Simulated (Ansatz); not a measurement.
# SnN₂H₅+ (SMILES [NH2][SnH+][NH2]): single points off equilibrium

One table from this session's results is given with a row withheld; the runs are named, their logs left out.

Computed with Ansatz 0.2.0, Gaussian basis. Level: single points in def2-TZVPP.

Cores are frozen in the correlated methods. Filled d shells of the heavier atoms are correlated. Core potentials replace the inner electrons past krypton, and spin-orbit coupling is left out.

### Starting geometry

8 atoms, charge 1, spin multiplicity 1.

Atoms are counted from 1 here; the program's logs count them from 0.

Bond lengths: N1–Sn2 1.965 Å, N1–H4 1.060 Å, N1–H5 1.011 Å, Sn2–N3 1.957 Å, Sn2–H6 1.690 Å, N3–H7 0.990 Å, N3–H8 1.046 Å. Angles: Sn2–N1–H4 120.1°, Sn2–N1–H5 118.2°, H4–N1–H5 110.3°, N1–Sn2–N3 109.6°, N1–Sn2–H6 125.9°, N3–Sn2–H6 124.6°, Sn2–N3–H7 118.2°, Sn2–N3–H8 115.6°, H7–N3–H8 109.5°.

As a file:

```xyz
8

N    -0.9215    0.6709   -1.1833
Sn    0.1547    0.5878    0.4584
N     0.7652   -1.2490    0.7495
H    -1.4509   -0.1849   -1.5163
H    -1.4625    1.5069   -1.3574
H     0.4808    1.8822    1.4947
H     1.4744   -1.4053    1.4217
H     0.9764   -1.7980   -0.1156
```

Set-up of the first run:

The input, run/in.yaml:

```yaml
crystal:
  periodic: [false, false, false]
  atoms:
    - {symbol: N, position_ang: [-0.921500, 0.670900, -1.183300]}
    - {symbol: Sn, position_ang: [0.154700, 0.587800, 0.458400]}
    - {symbol: N, position_ang: [0.765200, -1.249000, 0.749500]}
    - {symbol: H, position_ang: [-1.450900, -0.184900, -1.516300]}
    - {symbol: H, position_ang: [-1.462500, 1.506900, -1.357400]}
    - {symbol: H, position_ang: [0.480800, 1.882200, 1.494700]}
    - {symbol: H, position_ang: [1.474400, -1.405300, 1.421700]}
    - {symbol: H, position_ang: [0.976400, -1.798000, -0.115600]}
basis:
  gaussian: {orbitals: def2-TZVPP}
total_charge: 1
correlation: {method: ccsd_t}
output: {forces: true}
```

No record of the launch command was kept for these runs.

Among the steps run: CCSD(T)/def2-TZVPP; PBE0-D4/def2-TZVPP; wB97M-V/def2-TZVPP; r2SCAN-D4/def2-TZVPP; PBE-D4/def2-TZVPP; BHLYP-D4/def2-TZVPP; r2SCANh-D4/def2-TZVPP.

One table of the session follows, with a row left open; its other results are not shown here.

```
    method  RMS force component (eV/Å)  angle to CCSD(T) forces (°)
   CCSD(T)                       0.719                    reference
   PBE0-D4                           ?                            ?
   wB97M-V                       0.735                          4.1
 r2SCAN-D4                       0.721                          3.6
    PBE-D4                       0.690                         14.5
  BHLYP-D4                       0.814                         14.2
r2SCANh-D4                       0.740                          3.7
```

Q: Estimate the row for PBE0-D4 from the others.

The run gave: RMS force component (eV/Å): 0.739; angle to CCSD(T) forces (°): 3.8. In the column «RMS force component (eV/Å)» it lies between wB97M-V (0.735) and r2SCANh-D4 (0.740).
